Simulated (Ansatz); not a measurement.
# GeH2: the cost of one run

Method: PBE0-D4/def2-TZVP structures, single points in def2-TZVPP, no counterpoise correction; program: Ansatz 0.2.0, Gaussian basis.

Levels: SPW92, PBE-D4, BLYP-D4, r2SCAN-D4, B97M-V, PBE0-D4, B3LYP-D4, r2SCAN0-D4, BHLYP-D4, CAM-B3LYP-D4, wB97X-V, wB97M-V, B2PLYP, PBE-QIDH, RPA on PBE, Hartree-Fock, MP2, CCSD, CCSD(T).

Correlated methods freeze the cores. Filled d shells of the heavier atoms are correlated. B3LYP uses VWN-RPA correlation. B2PLYP carries no dispersion term here.

56 further runs of the same task are left out: 56 set aside as unsound or not needed.

## (1) Starting geometry

The complex: 6 atoms, charge 0, spin multiplicity 1.

Atoms are counted from 1 here; the program's logs count them from 0.

Bond lengths: Ge1–Se3 2.632 Å, Ge1–H4 1.600 Å, Ge1–H5 1.598 Å, H2–Se3 1.472 Å, Se3–H6 1.472 Å. Angles: Se3–Ge1–H4 81.8°, Se3–Ge1–H5 82.8°, H4–Ge1–H5 90.7°, Ge1–Se3–H2 99.8°, Ge1–Se3–H6 98.3°, H2–Se3–H6 90.8°.

As a file:

```mol
GeH4Se
  3D, bonds by distance, orders not assigned

  6  5  0  0  0  0  0  0  0  0999 V2000
    1.2818    0.6087    0.3655 Ge  0  0
   -0.7846   -0.5481   -1.8269 H   0  0
   -0.9956   -0.4870   -0.3712 Se  0  0
    0.5615    0.5968    1.7942 H   0  0
    1.7235   -0.9157    0.5551 H   0  0
   -1.7865    0.7454   -0.5167 H   0  0
  1  3  8  0
  1  4  8  0
  1  5  8  0
  2  3  8  0
  3  6  8  0
M  END
```

Its parts: GeH2 holds atoms 1, 4, 5; H2Se holds atoms 2, 3, 6. Each part counts its atoms afresh in its own runs.

## (2) Relaxing GeH2 alone

The input, relax-a/in.yaml:

```yaml
crystal:
  periodic: [false, false, false]
  atoms:
    - {symbol: Ge, position_ang: [1.281765, 0.608679, 0.365546]}
    - {symbol: H, position_ang: [0.561524, 0.596836, 1.794206]}
    - {symbol: H, position_ang: [1.723479, -0.915738, 0.555138]}
basis:
  gaussian: {orbitals: def2-TZVP}
hamiltonian: {xc: pbe0, dispersion: d4}
relax: {f_tol: 0.005, max_steps: 200}
```

Started as:

```sh
> ansatz run in.yaml --threads 2 --pin off --events-out ev --progress --plain --max-ram 4352MiB
```

**Question.** How long does this run take on 2 threads of Arm Neoverse V2, shared host?

About 1.8 s.
